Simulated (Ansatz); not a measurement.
# PbSe (Clausthalite): how the settings move a single-point run

How sensitive is a single-point run of PbSe (Clausthalite) to its settings? A reference run comes first, then five runs with altered input.

Program: Ansatz 0.2.0. Level of theory: reference: DFT, HSE06, plane waves, PAW. These are calculated values, not measurements.

3 further runs of the same task are left out: 3 that didn't finish.

## Step 1: The starting structure

Symmetry: Fm-3m, No. 225, cubic system. Conventional cell: a = 6.139 Å, b = 6.139 Å, c = 6.139 Å, α = 90.00°, β = 90.00°, γ = 90.00°. Around Pb (site symmetry m-3m) lie 6 Se at 3.07 Å. Se (site symmetry m-3m) is surrounded by 6 Pb at 3.07 Å.

Coordinates:

```xyz
2
Lattice="0.0000 3.0697 3.0697 3.0697 0.0000 3.0697 3.0697 3.0697 0.0000" Properties=species:S:1:pos:R:3 pbc="T T T"
Pb    0.0000    0.0000    0.0000
Se    3.0697    3.0697    3.0697
```

## Step 2: Baseline

The input, input.yaml:

```yaml
crystal:
  lattice:
    - [0.0, 3.0696893648, 3.0696893648]
    - [3.0696893648, 0.0, 3.0696893648]
    - [3.0696893648, 3.0696893648, 0.0]
  atoms:
    - { symbol: Pb, position: [0.0, 0.0, 0.0] }
    - { symbol: Se, position: [0.5, 0.5, 0.5] }
kpoints:
  mp_grid: { grid: [4, 4, 4] }
hamiltonian:
  xc: hse06
scf:
  occupations: { method: fixed }
  n_extra_bands: 4
output:
  forces: true
  stress: true
  eigenvalues: true
```

Launch:

```
$ ansatz run input.yaml --threads 4 --pin off --max-ram 3686MiB --backend cpu --events-out ev --progress --plain --runs-dir out
```

## Step 3: Variant: exchange pbe, correlation pbe, coeff 0.4

input.yaml: that of step 2 with these lines changed.

```diff
@@ -11,3 +11,3 @@
 hamiltonian:
-  xc: hse06
+  xc: { exchange: pbe, correlation: pbe, exx: { coeff: 0.4 } }
 scf:
```

## Step 4: Variant: exchange pbe, correlation pbe, coeff 0.05, omega 0.5

input.yaml: that of step 2 with these lines changed.

```diff
@@ -11,3 +11,3 @@
 hamiltonian:
-  xc: hse06
+  xc: { exchange: pbe, correlation: pbe, exx: { coeff: 0.05, omega: 0.5 } }
 scf:
```

## Step 5: Changing settings: exchange pbe, correlation pbe, coeff 0.2, omega 0.3

input.yaml: that of step 2 with these lines changed.

```diff
@@ -11,3 +11,3 @@
 hamiltonian:
-  xc: hse06
+  xc: { exchange: pbe, correlation: pbe, exx: { coeff: 0.2, omega: 0.3 } }
 scf:
```

## Step 6: Changing settings: occupations.method cold, occupations.width 0.5

input.yaml: that of step 2 with these lines changed.

```diff
@@ -13,3 +13,3 @@
 scf:
-  occupations: { method: fixed }
+  occupations: { method: cold, width: 0.5 }
   n_extra_bands: 4
```

## Step 7: Changed: mp_grid.grid [2, 2, 2]

input.yaml: that of step 2 with these lines changed.

```diff
@@ -9,3 +9,3 @@
 kpoints:
-  mp_grid: { grid: [4, 4, 4] }
+  mp_grid: { grid: [2, 2, 2] }
 hamiltonian:
```

Before running it: what results should come out? Wanted: for each run, ending; energy change; pressure; gap; force.

**Answer**, as computed:

```tsv
run	ending	energy change	pressure (GPa)	gap (eV)	force (eV/Å)	cycles	time
reference	converged	0	0.9	0.73	0.00	14	8.7 s
1: exchange pbe, correlation pbe, coeff 0.4	converged	not comparable	0.3	1.98	0.00	17	9.6 s
2: exchange pbe, correlation pbe, coeff 0.05, omega 0.5	converged	not comparable	1.8	0.34	0.00	10	7.9 s
3: exchange pbe, correlation pbe, coeff 0.2, omega 0.3	converged	not comparable	1.1	0.54	0.00	12	8.7 s
4: occupations.method cold, occupations.width 0.5	converged	+0.9 meV/atom (σ→0)	0.7	0.72	0.00	19	8.6 s
5: mp_grid.grid [2, 2, 2]	converged	+714.8 meV/atom	8.8	0.77	0.00	16	3.6 s
```

Residual by cycle in the longest SCF loop of each run; runs are numbered as in the table. The quantity is the density residual dr2, in eV.

```tsv
cycle	reference	run 1	run 2	run 3	run 4	run 5
1	0.0172	0.0328	5.1e-4	0.0101	4.1e-4	0.342
2	0.00357	0.00986	1.1e-4	0.00217	8.4e-5	0.0119
3	9.3e-4	0.00361	1.1e-5	3.5e-4	1.1e-5	0.00221
4	2.9e-4	7.1e-4	1.5e-6	9.7e-5	1.4e-6	1.8e-4
5	1.2e-5	2.9e-4	6.7e-8	2.7e-6	1.7e-7	2.8e-6
6	2.5e-6	2.1e-5	-	1.1e-6	1.7e-8	7.6e-8
7	-	-	-	-	1.1e-9	-
8	-	-	-	-	7.5e-11	-
```

**Reading.** Of the variants the dearest is «exchange pbe, correlation pbe, coeff 0.4» (9.6 s), the cheapest «mp_grid.grid [2, 2, 2]» (3.6 s), on a shared host. The gap of the reference lacks spin-orbit coupling, though the cell holds Pb.
